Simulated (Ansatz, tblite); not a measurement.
## A script for KCdCO₃F (GFN1-xTB)

These are simulated results from tblite 0.8.0, not measurements. The cell began as a measured structure and was relaxed with r2SCAN in plane waves (Ansatz 0.2.0). All runs are without spin polarisation.

It is hexagonal, P-6m2 (No. 187); a = 5.042 Å, c = 4.424 Å in the conventional setting, 13.91 Å³ an atom. K has 6 O at 2.75 Å and 3 F at 2.91 Å; Cd has 2 F at 2.21 Å and 6 O at 2.53 Å; C has 3 O at 1.28 Å; O has 1 C at 1.28 Å and 2 Cd at 2.53 Å and 2 K at 2.75 Å; F has 2 Cd at 2.21 Å and 3 K at 2.91 Å.

tblite solves periodic systems at the zone centre alone, so the script builds a cluster of 2×2×2 conventional cells (56 atoms), which folds in a coarse mesh of k points.

The script, run.py:

```python
import json
from ase import Atoms
from ase.build import make_supercell
from ase.units import Bohr, GPa, Hartree
from tblite.interface import Calculator

atoms = Atoms(['K', 'Cd', 'C', 'O', 'O', 'O', 'F'],
              cell=[[5.04192905, 0.0, 0.0], [-2.52096452, 4.36643864, 0.0], [0.0, 0.0, 4.42406428]],
              scaled_positions=[[0.0, 0.0, 0.0], [0.666666667, 0.333333333, 0.5], [0.333333333, 0.666666667, 0.5], [0.186413496, 0.372826992, 0.5], [0.186413496, 0.813586504, 0.5], [0.627173008, 0.813586504, 0.5], [0.666666667, 0.333333333, 0.0]],
              pbc=True)
cluster = make_supercell(atoms, [[2, 0, 0], [0, 2, 0], [0, 0, 2]])
calc = Calculator('GFN1-xTB', cluster.numbers, cluster.positions / Bohr, lattice=cluster.cell[:] / Bohr, periodic=cluster.pbc)
calc.set('temperature', 0.02 / Hartree)
calc.set('max-iter', 150)
res = calc.singlepoint()
levels = res.get('orbital-energies') * Hartree
nv = round(res.get('orbital-occupations').sum() / 2)
cells = len(cluster) // len(atoms)
out = {'energy_per_cell': res.get('energy') * Hartree / cells, 'homo': levels[nv - 1], 'lumo': levels[nv],
       'stress': (-res.get('virial') * Hartree / cluster.get_volume() / GPa).tolist(), 'charges': res.get('charges')[:len(atoms)].tolist(), 'electrons': 2 * nv / cells}
json.dump(out, open('results.json', 'w'))
for key, value in out.items():
    print(key, value)
```

Command: `python run.py`. It took 2.5 s on 1 thread of Arm Neoverse V2 (shared host), peak memory 0.1 GiB.

The log:

```
------------------------------------------------------------
  cycle        total energy    energy error   density error
------------------------------------------------------------
      1     -167.8483667150  -1.6819855E+02   9.7073534E-01
      2     -14.64201022632   1.5320636E+02   9.4097946E-01
      3     -129.6366169475  -1.1499461E+02   6.2699543E-01
      4     -153.7151354315  -2.4078518E+01   3.8250475E-01
      5     -99.08286819997   5.4632267E+01   5.8036727E-01
      6      183.1545359465   2.8223740E+02   1.2470001E+00
      7      120.7885392768  -6.2365997E+01   1.1282679E+00
      8      135.9429766951   1.5154437E+01   1.1586547E+00
      9      130.6462332507  -5.2967434E+00   1.1499627E+00
     10      103.3179763950  -2.7328257E+01   1.0981639E+00
     11     -17.88325899089  -1.2120124E+02   8.2741142E-01
     12     -143.3136940341  -1.2543044E+02   4.0971083E-01
     13     -176.5756450935  -3.3261951E+01   2.0586116E-01
     14     -174.1344061491   2.4412389E+00   2.3080207E-01
     15     -163.7245226152   1.0409884E+01   3.1291743E-01
     16     -164.2027337269  -4.7821111E-01   2.9949104E-01
     17     -171.8981167515  -7.6953830E+00   2.1052503E-01
     18     -174.8498107047  -2.9516940E+00   1.7661847E-01
     19     -180.6670236822  -5.8172130E+00   7.7705401E-02
     20     -182.0732104484  -1.4061868E+00   1.6551179E-02
     21     -182.0263354982   4.6874950E-02   1.9573731E-02
     22     -182.0661811090  -3.9845611E-02   1.0567803E-02
     23     -182.0786945946  -1.2513486E-02   7.1828305E-03
     24     -182.0788119281  -1.1733344E-04   1.0064057E-02
     25     -182.0826008667  -3.7889387E-03   6.1710828E-03
     26     -182.0844760968  -1.8752300E-03   3.8425455E-03
     27     -182.0846321578  -1.5606104E-04   2.8060029E-03
     28     -182.0847045354  -7.2377572E-05   1.8384627E-03
     29     -182.0847081489  -3.6135630E-06   1.5752414E-03
     30     -182.0847538639  -4.5714961E-05   1.2484628E-03
     31     -182.0847684661  -1.4602256E-05   9.8682551E-04
     32     -182.0847875013  -1.9035166E-05   6.1909146E-04
     33     -182.0847900513  -2.5499523E-06   5.2140138E-04
     34     -182.0847934167  -3.3653945E-06   4.3443947E-04
     35     -182.0847958477  -2.4310243E-06   3.2953775E-04
     36     -182.0847972461  -1.3983719E-06   2.3311950E-04
     37     -182.0847976963  -4.5021082E-07   2.0695308E-04
     38     -182.0847977172  -2.0974824E-08   1.8078544E-04
     39     -182.0847982365  -5.1921890E-07   1.3186717E-04
     40     -182.0847986064  -3.6993930E-07   7.8769960E-05
     41     -182.0847987348  -1.2839803E-07   3.1703828E-05
     42     -182.0847987754  -4.0637246E-08   2.1654573E-05
     43     -182.0847987788  -3.3969911E-09   1.7375692E-05
------------------------------------------------------------

 total:                                   1.899 sec
energy_per_cell -619.3474685925106
homo 6.3973108353693675
lumo 7.417822909963736
stress [[0.2981644569916696, 0.0026843093375316486, -0.0011048070891989206], [0.00268430933753228, 0.28894350513537337, -0.0006006675494017798], [-0.0011048070891989494, -0.0006006675494017946, -4.016998117644351]]
charges [0.33337594349834254, 0.9169635028368093, 0.7611521333363505, -0.5253369476541394, -0.5253450080356354, -0.525385681487549, -0.4328883372161074]
electrons 32.0
```

The cycle table is in hartree for the whole cluster, and the lines after it are in eV (the energy for one cell). The printed stress is in GPa and positive in compression, and the pressure is its mean diagonal.

GFN1-xTB gives a gap of 1.02 eV. On the same cell, plane-wave PBE (Ansatz, 6×6×6 k points and the special points) gives a gap of 2.03 eV and r2SCAN a gap of 2.68 eV; on shared hosts these took about 13 and 29 core-seconds on the 7-atom cell, against 2.5 for the script. Semilocal gaps usually lie below measured ones. xTB was fitted to molecules, so gaps, charges and pressures of solids can be far off, and the gap also depends on the size of the cluster.

The same script was run on cells scaled at fixed shape and fractional coordinates:

| volume (Å³/atom) | energy (meV/atom) | pressure (GPa, positive in compression) | gap (eV) |
| --- | --- | --- | --- |
| 12.24 | 53.9 | 12.89 | 1.49 |
| 13.08 | 8.8 | 4.83 | 1.24 |
| 13.91 | 0.0 | -1.14 | 1.02 |
| 14.75 | 18.2 | -5.61 | 0.84 |
| 15.58 | 56.6 | -8.96 | 0.63 |

A Birch-Murnaghan fit puts the minimum at 13.73 Å³/atom, 1.3 % below the given cell, with a bulk modulus of 90.2 GPa at fixed shape.

xTB was fitted mostly to molecules, and a small cluster samples few k points, so gaps, pressures and kinks along a curve can be far from a solid's.

The runs are scalar-relativistic, without spin-orbit coupling.
